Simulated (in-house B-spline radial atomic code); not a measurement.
**Br²⁺: excited configurations**

How much energy does it take to promote electrons of Br²⁺ to other shells? Each configuration is solved by itself and compared with the reference.

Method: non-relativistic Hartree-Fock, average of configuration, point nucleus, basis-set limit. Code: in-house B-spline radial atomic code version 1.

### Step 1. The atom as given

- element: bromine (Z = 35)
- charge: +2
- electrons: 33
- configuration: [Ar] 3d10 4s2 4p3
- Hamiltonian: non-relativistic
- nucleus: point

Outer shells as boxes (Hund's rule):

[Ar] 3d10 4s2 4p3
```
[Ar] core
3d [↑↓][↑↓][↑↓][↑↓][↑↓]
4s [↑↓]
4p [↑ ][↑ ][↑ ]
```

The boxes draw the filling by Hund's rule, which heavy ions in jj coupling don't follow; these runs average over all states of the configuration.

Settings of the run:

```ini
Z = 35
electrons = 33.0
configuration = [Ar] 3d10 4s2 4p3
hamiltonian = nr
method = hf
spin_polarised = False
```

The reference is known from an earlier run: -2571.215318 hartree in all. Up to eight levels, counted from the top:

| orbital | occupation | energy (eV) | <r> (bohr) |
| --- | --- | --- | --- |
| 1s | 2 | -13359.7 | 0.04367 |
| 2s | 2 | -1798.43 | 0.1931 |
| 2p | 6 | -1617.58 | 0.1671 |
| 3s | 2 | -292.68 | 0.5586 |
| 3p | 6 | -227.44 | 0.5665 |
| 3d | 10 | -111.63 | 0.5826 |
| 4s | 2 | -47.409 | 1.641 |
| 4p | 3 | -33.532 | 1.875 |

### Step 2. Run with [Ne] 3s2 3p5 3d10 4s1 4p3 4d1 5g1

Settings of the run:

```ini
Z = 35
electrons = 33.0
configuration = [Ne] 3s2 3p5 3d10 4s1 4p3 4d1 5g1
hamiltonian = nr
method = hf
spin_polarised = False
```

### Step 3. Run with [Ar] 3d10 4s1 4p2 4d1 5g1

Settings of the run:

```ini
Z = 35
electrons = 33.0
configuration = [Ar] 3d10 4s1 4p2 4d1 5g1
hamiltonian = nr
method = hf
spin_polarised = False
```

### Step 4. Configuration [Ar] 3d10 4p3 4d1 6d1

Settings of the run:

```ini
Z = 35
electrons = 33.0
configuration = [Ar] 3d10 4p3 4d1 6d1
hamiltonian = nr
method = hf
spin_polarised = False
```

### Step 5. Run with [Ar] 3d10 4s2 4p1 5d1 6g1

Settings of the run:

```ini
Z = 35
electrons = 33.0
configuration = [Ar] 3d10 4s2 4p1 5d1 6g1
hamiltonian = nr
method = hf
spin_polarised = False
```

**Question.** How far above the reference does each configuration lie (order and size, in eV)?

**Answer**, as computed:

| net move | configuration | energy above the reference (eV) | largest <r> (bohr) |
| --- | --- | --- | --- |
| 4p, 4s → 4d, 5g | [Ar] 3d10 4s1 4p2 4d1 5g1 | 60.672 | 9.13 |
| 2×4p → 5d, 6g | [Ar] 3d10 4s2 4p1 5d1 6g1 | 60.967 | 13.9 |
| 2×4s → 4d, 6d | [Ar] 3d10 4p3 4d1 6d1 | 75.899 | 10.5 |
| 3p, 4s → 4d, 5g | [Ne] 3s2 3p5 3d10 4s1 4p3 4d1 5g1 | 251.40 | 9.13 |

What this shows: The lowest of them is 4p, 4s → 4d, 5g at 60.672 eV and the highest 3p, 4s → 4d, 5g at 251.40 eV. 4 of them lie more than 2 % above the ionisation threshold that Koopmans' theorem gives (33.532 eV), where such states can decay by emitting an electron. Two partly filled shells share a symmetry and can mix in the average, which may lower the energy, for: 2×4s → 4d, 6d; 3p, 4s → 4d, 5g. These are averages over configurations, without correlation, not spectroscopic levels.
